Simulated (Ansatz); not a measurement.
# Rb3S: the cost of one run

Computed with Ansatz 0.2.0 (DFT PBE, scalar-relativistic, plane waves, PAW, unless a step's input says otherwise).

3 further runs of the same task are left out: 2 that didn't finish, 1 set aside as unsound or not needed.

## 1. The system as given

Symmetry: I4/mmm, No. 139, tetragonal system. The conventional cell has a = 5.744 Å, b = 5.744 Å, c = 11.533 Å, α = 90.00°, β = 90.00°, γ = 90.00°. Around Rb (site symmetry -4m2) lie 8 Rb at 4.06 to 4.07 Å and 4 S at 4.07 Å. Around Rb (site symmetry 4/mmm) lie 4 S at 4.06 Å and 8 Rb at 4.07 Å. S (site symmetry 4/mmm) is surrounded by 12 Rb at 4.06 to 4.07 Å.

Structure file:

```xyz
4
Lattice="-2.8718 2.8718 5.7666 2.8718 -2.8718 5.7666 2.8718 2.8718 -5.7666" Properties=species:S:1:pos:R:3 pbc="T T T"
Rb    0.0000    2.8718    2.8833
Rb    2.8718    0.0000    2.8833
Rb    0.0000    0.0000    5.7666
S     0.0000    0.0000    0.0000
```

Recipe of the guess: species swapped into a database cell of Na3Tl (I4/mmm, No. 139), with Rb on the Na sites and S on the Tl sites. Lengths come from tabulated atomic sizes and are only a guess.

## 2. Probe: one point on a coarse mesh

input.yaml reads:

```yaml
crystal:
  lattice:
    - [-2.87181152, 2.87181152, 5.76656543]
    - [2.87181152, -2.87181152, 5.76656543]
    - [2.87181152, 2.87181152, -5.76656543]
  atoms:
    - { symbol: Rb, position: [0.75, 0.25, 0.5] }
    - { symbol: Rb, position: [0.25, 0.75, 0.5] }
    - { symbol: Rb, position: [0.5, 0.5, 0.0] }
    - { symbol: S, position: [0.0, 0.0, 0.0] }
basis:
  ecutwfc: 420
kpoints:
  mp_grid: { grid: [4, 4, 4] }
hamiltonian:
  xc: pbe
scf:
  occupations: { method: gaussian, width: 0.1 }
  lower_state_search: "off"
output:
  forces: true
  stress: true
  eigenvalues: true
```

Command:

```
> ansatz run input.yaml --threads 1 --pin off --max-ram 2048MiB --backend cpu --events-out ev --progress --plain --runs-dir out
```

Q: Estimate wall time and peak memory on 1 thread of Arm Neoverse V1, shared host.

About 3.5 s, with a peak of 0.4 GiB.
